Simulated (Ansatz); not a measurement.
# AlBrFHO: an energy map over bond length Al2–F3 and angle O1–Al2–F3

Aim: map the energy of AlBrFHO, SMILES [OH][Al]([F])[Br] over two coordinates, and find its wells, ridges and stiffness.

Computed with Ansatz 0.2.0. Level: RKS CAM-B3LYP-D4/def2-SVP.

## 1. The system as given

SMILES `[OH][Al]([F])[Br]`, 5 atoms, charge 0, spin multiplicity 1.

Atoms are counted from 1 here; the program's logs count them from 0.

Bond lengths: O1–Al2 1.702 Å, O1–H5 0.970 Å, Al2–F3 1.666 Å, Al2–Br4 2.249 Å. Angles: Al2–O1–H5 122.8°, O1–Al2–F3 117.2°, O1–Al2–Br4 124.0°, F3–Al2–Br4 118.8°.

Coordinates:

```mol
AlBrFHO
  3D, bonds by distance, orders not assigned

  5  4  0  0  0  0  0  0  0  0999 V2000
    0.7339    1.0804    0.2678 O   0  0
    0.0815   -0.4283   -0.1737 Al  0  0
    1.1353   -1.5657   -0.7833 F   0  0
   -2.0948   -0.9610    0.0190 Br  0  0
    0.1941    1.8008    0.6289 H   0  0
  1  2  8  0
  1  5  8  0
  2  3  8  0
  2  4  8  0
M  END
```

This geometry comes from a loose relaxation at PBE in a small basis, which is not shown.

## 2. Relaxing the molecule

input.yaml

```yaml
crystal:
  periodic: [false, false, false]
  atoms:
    - { symbol: O, position_ang: [0.733947, 1.080375, 0.267756] }
    - { symbol: Al, position_ang: [0.08146, -0.428309, -0.173678] }
    - { symbol: F, position_ang: [1.135255, -1.565681, -0.783349] }
    - { symbol: Br, position_ang: [-2.094814, -0.960969, 0.018966] }
    - { symbol: H, position_ang: [0.194053, 1.800785, 0.628905] }
basis:
  gaussian: { orbitals: def2-SVP }
hamiltonian:
  xc: { name: CAM-B3LYP }
  dispersion: d4
output:
  forces: true
relax:
  f_tol: 0.003
  max_steps: 120
```

The run is started by

```console
$ ansatz run input.yaml --threads 1 --pin off --max-ram 2560MiB --backend cpu --events-out ev --progress --plain --runs-dir out
```

What it wrote (excerpt; [...] marks lines left out):

```text
Warning: RAYON_NUM_THREADS=1 ignored (pool sized by the plan → 1); use --threads N
[...]
Functional definition: CAM-B3LYP
[...]
823 factors; integrals over basis functions are off by at most 3.0e-4 eV
239 factors; integrals over basis functions are off by at most 1.5e-6 eV
[...]
mean field -81416.62681120 eV, -2992.0058491399 hartree, gradient 1.3e-5 eV, S^2 0.000000; 0 other end points of the search recorded, 0 dependent functions left out
[...]
reference -81416.62692101 eV, -2992.0058531753 hartree; 33, 33 occupied and 50, 50 virtual orbitals, 823 factors
relax step   1: F+E_penalty+E_count = -81416.71590604 eV  Δ(F+E_penalty+E_count) = +0.000e0 eV  max|allowed force component| = 6.095e-1 eV/Å  Δτ_max = 0.0000 Å  (27 SCF iters, accepted)
[...]
relax step   7: F+E_penalty+E_count = -81416.74090421 eV  Δ(F+E_penalty+E_count) = -1.995e-4 eV  max|allowed force component| = 1.257e-2 eV/Å  Δτ_max = 0.0066 Å  (28 SCF iters, accepted)
[...]
relax step   8: F+E_penalty+E_count = -81416.74092002 eV  Δ(F+E_penalty+E_count) = -1.581e-5 eV  max|allowed force component| = 2.237e-3 eV/Å  Δτ_max = 0.0020 Å  (23 SCF iters, accepted)
823 factors; integrals over basis functions are off by at most 2.8e-4 eV
239 factors; integrals over basis functions are off by at most 1.5e-6 eV
[...]
mean field -81416.65115608 eV, -2992.0067437977 hartree, gradient 1.5e-5 eV, S^2 0.000000; 1 other end points of the search recorded, 0 dependent functions left out
[...]
reference -81416.65126562 eV, -2992.0067478233 hartree; 33, 33 occupied and 50, 50 virtual orbitals, 823 factors
Total energy: -81416.74102957 eV, -2992.0100465874 hartree
Atom 0 at     0.691999     1.060946     0.268267 Å, force     0.000731    -0.001703    -0.002237 eV/Å
Atom 1 at     0.072678    -0.430541    -0.172930 Å, force     0.000367     0.000399     0.000221 eV/Å
Atom 2 at     1.120306    -1.548812    -0.774737 Å, force     0.000153     0.000128     0.000392 eV/Å
Atom 3 at    -2.078496    -0.982777     0.008419 Å, force    -0.000507    -0.000103    -0.000103 eV/Å
Atom 4 at     0.243414     1.827386     0.629580 Å, force    -0.000744     0.001279     0.001726 eV/Å
Dipole moment:    -0.195994     0.396476     0.180898 e Å
```

Run time: 35 s. Hardware: 1 thread of Arm Neoverse V1, shared host; peak memory 0.19 GiB.

Step by step:

```
step  energy from step 1 (eV)  largest force component (eV/Å)
   1                   0.0000                          0.6095
   2                  -0.0160                          0.4088
   3                  -0.0211                          0.1147
   4                  -0.0221                          0.0812
   5                  -0.0241                          0.0972
   6                  -0.0248                          0.0566
   7                  -0.0250                          0.0126
   8                  -0.0250                          0.0022
```

Distances of close pairs at the start and the end, largest changes first:

```
   bond  before (Å)  after (Å)  change (Å)
 O1–Al2       1.702      1.674      -0.028
Al2–Br4       2.249      2.228      -0.020
 Al2–F3       1.666      1.646      -0.020
  O1–H5       0.970      0.959      -0.011
```

## 3. Setting up the map

The axes are (1) bond length Al2–F3: 13 values from 1.350 to 2.469 Å; (2) angle O1–Al2–F3: 13 values from 92.8 to 142.8 °.

Nothing else is relaxed (all other coordinates rigid). Energies count from the relaxed molecule at the same level.

Of the runs on the grid, 3 are shown in the steps below; the others differ only in the two coordinates.

## 4. The run at bond length Al2–F3 = 1.630 Å, angle O1–Al2–F3 = 117.8°

input.yaml

```yaml
crystal:
  periodic: [false, false, false]
  atoms:
    - { symbol: O, position_ang: [0.691482, 1.061114, 0.268422] }
    - { symbol: Al, position_ang: [0.072678, -0.430541, -0.17293] }
    - { symbol: F, position_ang: [1.109948, -1.537756, -0.768786] }
    - { symbol: Br, position_ang: [-2.078496, -0.982777, 0.008419] }
    - { symbol: H, position_ang: [0.242616, 1.827394, 0.629726] }
basis:
  gaussian: { orbitals: def2-SVP }
hamiltonian:
  xc: { name: CAM-B3LYP }
  dispersion: d4
output:
  forces: true
```

The run is started by

```console
$ ansatz run input.yaml --threads 1 --pin off --max-ram 2560MiB --backend cpu --events-out ev --progress --plain --runs-dir out
```

What it wrote (excerpt; [...] marks lines left out):

```text
Warning: RAYON_NUM_THREADS=1 ignored (pool sized by the plan → 1); use --threads N
[...]
[... 1 set-up line as earlier in the session ...]
[...]
769 factors; integrals over basis functions are off by at most 8.6e-4 eV
211 factors; integrals over basis functions are off by at most 9.5e-6 eV
[...]
mean field -81416.64650686 eV, -2992.0065729421 hartree, gradient 1.6e-5 eV, S^2 0.000000; 0 other end points of the search recorded, 0 dependent functions left out
[...]
reference -81416.64661656 eV, -2992.0065769735 hartree; 33, 33 occupied and 50, 50 virtual orbitals, 769 factors
Total energy: -81416.73649487 eV, -2992.0098799404 hartree
Atom 0 at     0.691482     1.061114     0.268422 Å, force    -0.003628     0.009586     0.002703 eV/Å
Atom 1 at     0.072678    -0.430541    -0.172930 Å, force    -0.344752     0.373923     0.200369 eV/Å
Atom 2 at     1.109948    -1.537756    -0.768786 Å, force     0.358215    -0.385053    -0.206388 eV/Å
Atom 3 at    -2.078496    -0.982777     0.008419 Å, force    -0.009934     0.001342     0.002122 eV/Å
Atom 4 at     0.242616     1.827394     0.629726 Å, force     0.000098     0.000202     0.001194 eV/Å
Dipole moment:    -0.186354     0.388722     0.176299 e Å
```

It took 3.4 s on 1 thread of Arm Neoverse V1, shared host; peak memory 0.17 GiB.

On the map this point reads 0.44 kJ/mol.

## 5. Point bond length Al2–F3 = 1.443 Å, angle O1–Al2–F3 = 134.4°

input.yaml

```yaml
crystal:
  periodic: [false, false, false]
  atoms:
    - { symbol: O, position_ang: [0.22841, 1.141538, 0.3812] }
    - { symbol: Al, position_ang: [0.072678, -0.430541, -0.17293] }
    - { symbol: F, position_ang: [0.990949, -1.410732, -0.700427] }
    - { symbol: Br, position_ang: [-2.078496, -0.982777, 0.008419] }
    - { symbol: H, position_ang: [-0.439568, 1.740214, 0.719725] }
basis:
  gaussian: { orbitals: def2-SVP }
hamiltonian:
  xc: { name: CAM-B3LYP }
  dispersion: d4
output:
  forces: true
```

The run is started by

```console
$ ansatz run input.yaml --threads 1 --pin off --max-ram 2560MiB --backend cpu --events-out ev --progress --plain --runs-dir out
```

What it wrote (excerpt; [...] marks lines left out):

```text
Warning: RAYON_NUM_THREADS=1 ignored (pool sized by the plan → 1); use --threads N
[...]
[... 1 set-up line as earlier in the session ...]
[...]
769 factors; integrals over basis functions are off by at most 8.6e-4 eV
211 factors; integrals over basis functions are off by at most 7.5e-6 eV
[...]
mean field -81415.47393887 eV, -2991.9634818632 hartree, gradient 8.4e-5 eV, S^2 0.000000; 0 other end points of the search recorded, 0 dependent functions left out
[...]
reference -81415.47404849 eV, -2991.9634858915 hartree; 33, 33 occupied and 50, 50 virtual orbitals, 769 factors
Total energy: -81415.56739593 eV, -2991.9669163467 hartree
Atom 0 at     0.228410     1.141538     0.381200 Å, force     0.925052     0.068828    -0.141434 eV/Å
Atom 1 at     0.072678    -0.430541    -0.172930 Å, force    -8.193949     8.019014     4.437428 eV/Å
Atom 2 at     0.990949    -1.410732    -0.700427 Å, force     7.716747    -7.536718    -4.173140 eV/Å
Atom 3 at    -2.078496    -0.982777     0.008419 Å, force    -0.416050    -0.414187    -0.078936 eV/Å
Atom 4 at    -0.439568     1.740214     0.719725 Å, force    -0.031799    -0.136939    -0.043917 eV/Å
Dipole moment:     0.103530     0.237291     0.068321 e Å
```

It took 3.3 s on 1 thread of Arm Neoverse V1, shared host; peak memory 0.17 GiB.

Energy on the map's scale: 113 kJ/mol.

## 6. Point bond length Al2–F3 = 1.350 Å, angle O1–Al2–F3 = 126.1°

input.yaml

```yaml
crystal:
  periodic: [false, false, false]
  atoms:
    - { symbol: O, position_ang: [0.464045, 1.117541, 0.33008] }
    - { symbol: Al, position_ang: [0.072678, -0.430541, -0.17293] }
    - { symbol: F, position_ang: [0.931767, -1.34756, -0.666431] }
    - { symbol: Br, position_ang: [-2.078496, -0.982777, 0.008419] }
    - { symbol: H, position_ang: [-0.100283, 1.807234, 0.683724] }
basis:
  gaussian: { orbitals: def2-SVP }
hamiltonian:
  xc: { name: CAM-B3LYP }
  dispersion: d4
output:
  forces: true
```

The run is started by

```console
$ ansatz run input.yaml --threads 1 --pin off --max-ram 2560MiB --backend cpu --events-out ev --progress --plain --runs-dir out
```

What it wrote (excerpt; [...] marks lines left out):

```text
Warning: RAYON_NUM_THREADS=1 ignored (pool sized by the plan → 1); use --threads N
[...]
[... 1 set-up line as earlier in the session ...]
[...]
771 factors; integrals over basis functions are off by at most 8.3e-4 eV
210 factors; integrals over basis functions are off by at most 8.7e-6 eV
[...]
mean field -81414.07675161 eV, -2991.9121361785 hartree, gradient 7.5e-5 eV, S^2 0.000000; 0 other end points of the search recorded, 0 dependent functions left out
[...]
reference -81414.07686072 eV, -2991.9121401881 hartree; 33, 33 occupied and 50, 50 virtual orbitals, 771 factors
Total energy: -81414.16970728 eV, -2991.9155522362 hartree
Atom 0 at     0.464045     1.117541     0.330080 Å, force     0.360800     0.061830    -0.043303 eV/Å
Atom 1 at     0.072678    -0.430541    -0.172930 Å, force   -14.487874    15.187230     8.219631 eV/Å
Atom 2 at     0.931767    -1.347560    -0.666431 Å, force    14.438737   -15.019597    -8.148371 eV/Å
Atom 3 at    -2.078496    -0.982777     0.008419 Å, force    -0.306272    -0.158885    -0.004086 eV/Å
Atom 4 at    -0.100283     1.807234     0.683724 Å, force    -0.005391    -0.070578    -0.023871 eV/Å
Dipole moment:     0.051804     0.231804     0.075531 e Å
```

It took 3.6 s on 1 thread of Arm Neoverse V1, shared host; peak memory 0.17 GiB.

Energy on the map's scale: 248 kJ/mol.

## 7. Energy over the grid

169 points were computed. Energies in kJ/mol, from the relaxed molecule at the same level:

```
angle O1–Al2–F3 (°) ↓, bond length Al2–F3 (Å) →  1.350  1.443  1.537  1.630  1.723  1.816  1.910  2.003  2.096  2.190  2.283  2.376  2.469
                                          142.8    288    140     69     48     58     87    127    172    220    268    315    360    402
                                          138.6    273    125     54     33     43     71    111    156    204    252    299    343    386
                                          134.4    262    113     42     21     30     59     98    143    191    239    285    330    372
                                          130.3    253    105     33     12     21     49     88    133    180    228    274    319    361
                                          126.1    248     99     27      5     14     42     81    125    172    220    266    310    352
                                          121.9    246     96     24      2     10     37     76    120    166    214    260    304    346
                                          117.8    246     96     23      0      8     35     73    117    163    210    256    300    342
                                          113.6    250     99     25      2      9     35     73    116    162    209    254    298    339
                                          109.4    256    105     30      6     13     38     75    118    163    210    254    298    339
                                          105.3    266    114     38     13     19     44     80    122    167    213    257    300    341
                                          101.1    280    126     50     23     28     52     88    129    173    218    262    304    345
                                           96.9    298    143     65     37     41     63     98    138    182    226    269    311    351
                                           92.8    320    163     84     54     56     78    111    151    193    236    279    320    359
```

The largest force on an atom (eV/Å) at each point:

```csv
"angle O1–Al2–F3 (°) ↓, bond length Al2–F3 (Å) →",1.350,1.443,1.537,1.630,1.723,1.816,1.910,2.003,2.096,2.190,2.283,2.376,2.469
142.8,23.3,12.6,5.8,1.7,2.4,4.0,4.8,5.2,5.4,5.3,5.1,4.9,4.6
138.6,23.1,12.5,5.7,1.6,2.4,3.9,4.8,5.2,5.3,5.3,5.1,4.9,4.6
134.4,23.0,12.3,5.5,1.4,2.3,3.9,4.8,5.2,5.3,5.3,5.1,4.9,4.6
130.3,22.8,12.1,5.3,1.2,2.3,3.8,4.7,5.2,5.3,5.2,5.1,4.8,4.6
126.1,22.5,11.9,5.1,1.0,2.2,3.8,4.7,5.1,5.3,5.2,5.1,4.8,4.6
121.9,22.4,11.7,4.9,0.8,2.2,3.8,4.7,5.1,5.2,5.2,5.0,4.8,4.5
117.8,22.5,11.7,4.9,0.6,2.1,3.7,4.6,5.1,5.2,5.2,5.0,4.8,4.5
113.6,22.5,11.8,4.9,0.6,2.2,3.7,4.6,5.0,5.2,5.1,5.0,4.8,4.5
109.4,22.6,11.9,5.0,0.8,2.4,3.9,4.7,5.1,5.1,5.1,4.9,4.7,4.5
105.3,22.8,12.0,5.2,0.9,2.6,4.1,4.9,5.3,5.3,5.2,5.0,4.7,4.4
101.1,22.9,12.2,5.3,1.2,2.9,4.3,5.1,5.5,5.5,5.4,5.2,4.9,4.6
96.9,23.1,12.4,5.5,1.4,3.1,4.5,5.3,5.7,5.7,5.6,5.4,5.1,4.8
92.8,23.4,12.6,5.8,1.8,3.2,4.7,5.5,5.9,5.9,5.8,5.5,5.3,4.9
```

## 8. Summary of results

```
                       quantity                                                                                                                                                    value
                   lowest point                                                                                      bond length Al2–F3 = 1.630 Å, angle O1–Al2–F3 = 117.8°, 0.44 kJ/mol
         highest computed point                                                                      bond length Al2–F3 = 2.469 Å, angle O1–Al2–F3 = 142.8°, 402 kJ/mol above the lowest
largest force on an atom (eV/Å)  0.6 at bond length Al2–F3 = 1.630 Å, angle O1–Al2–F3 = 117.8° to 23.4 at bond length Al2–F3 = 1.350 Å, angle O1–Al2–F3 = 92.8°; 0.6 at the lowest point
        time for the whole task                                                                                                                          11 min on 1 thread, shared host
```

**Reading.** The lowest computed point is at bond length Al2–F3 = 1.630 Å, angle O1–Al2–F3 = 117.8°, 0.44 kJ/mol from the relaxed molecule at the same level. The grid is coarse, so the lowest point of the scanned range may lie between grid points; coordinates that were held can hide deeper minima. The grid shows no other well, apart from its symmetry copies. The highest computed point, bond length Al2–F3 = 2.469 Å, angle O1–Al2–F3 = 142.8°, lies 402 kJ/mol above the lowest. Round the minimum the two coordinates are nearly uncoupled.
